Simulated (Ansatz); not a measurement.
# Sb: the cost of one run

Computed with Ansatz 0.2.0 (DFT PBEsol, scalar-relativistic, unless a step's input says otherwise).

## 1. The structure to begin with

The structure is cubic, space group Pm-3m (No. 221). The conventional cell has a = 3.160 Å, b = 3.160 Å, c = 3.160 Å, α = 90.00°, β = 90.00°, γ = 90.00°. Sb (site symmetry m-3m) is surrounded by 6 Sb at 3.16 Å.

As a file:

```cif
data_structure
_symmetry_space_group_name_H-M 'Pm-3m'
_symmetry_Int_Tables_number 221
_cell_length_a 3.1600
_cell_length_b 3.1600
_cell_length_c 3.1600
_cell_angle_alpha 90.000
_cell_angle_beta 90.000
_cell_angle_gamma 90.000
_cell_volume 31.55
loop_
_atom_site_label
_atom_site_type_symbol
_atom_site_symmetry_multiplicity
_atom_site_Wyckoff_symbol
_atom_site_fract_x
_atom_site_fract_y
_atom_site_fract_z
_atom_site_occupancy
Sb1 Sb 1 a 0.00000 0.00000 0.00000 1
```

The file gives the conventional cell by its symmetry; the runs use the cell typed in the input.

## 2. The deformed structure

Space group Pm-3m before, P4/mmm after.

## 3. Full-potential LAPW

Contents of input.yaml:

```yaml
crystal:
  lattice:
    - [3.16, 0.0, 0.0]
    - [0.0, 3.16, 0.0]
    - [0.0, 0.0, 3.2232]
  atoms:
    - { symbol: Sb, position: [0.0, 0.0, 0.0] }
kpoints:
  mp_grid: { grid: [13, 13, 13] }
  band_path:
    path:
      - [0.0, 0.0, 0.0]
      - [0.0, 0.5, 0.0]
      - [0.5, 0.5, 0.0]
      - [0.0, 0.0, 0.0]
      - [0.0, 0.0, 0.5]
      - [0.0, 0.5, 0.5]
      - [0.5, 0.5, 0.5]
      - [0.0, 0.0, 0.5]
      - [0.0, 0.5, 0.0]
    npoints: 5
scf:
  occupations: { method: fermi_dirac, width: 0.05 }
hamiltonian:
  xc: pbesol
  pseudopotentials: { kind: all_electron, lapw: { basis_error: 0.001 } }
output:
  forces: true
  stress: true
  eigenvalues: true
```

Started as:

```
ansatz run input.yaml --threads 1 --pin off --max-ram 3072MiB --backend cpu --events-out ev --progress --plain --runs-dir out
```

Q: Estimate wall time and peak memory on 1 thread of Arm Neoverse V1, shared host.

About 16 s, with a peak of 0.34 GiB.
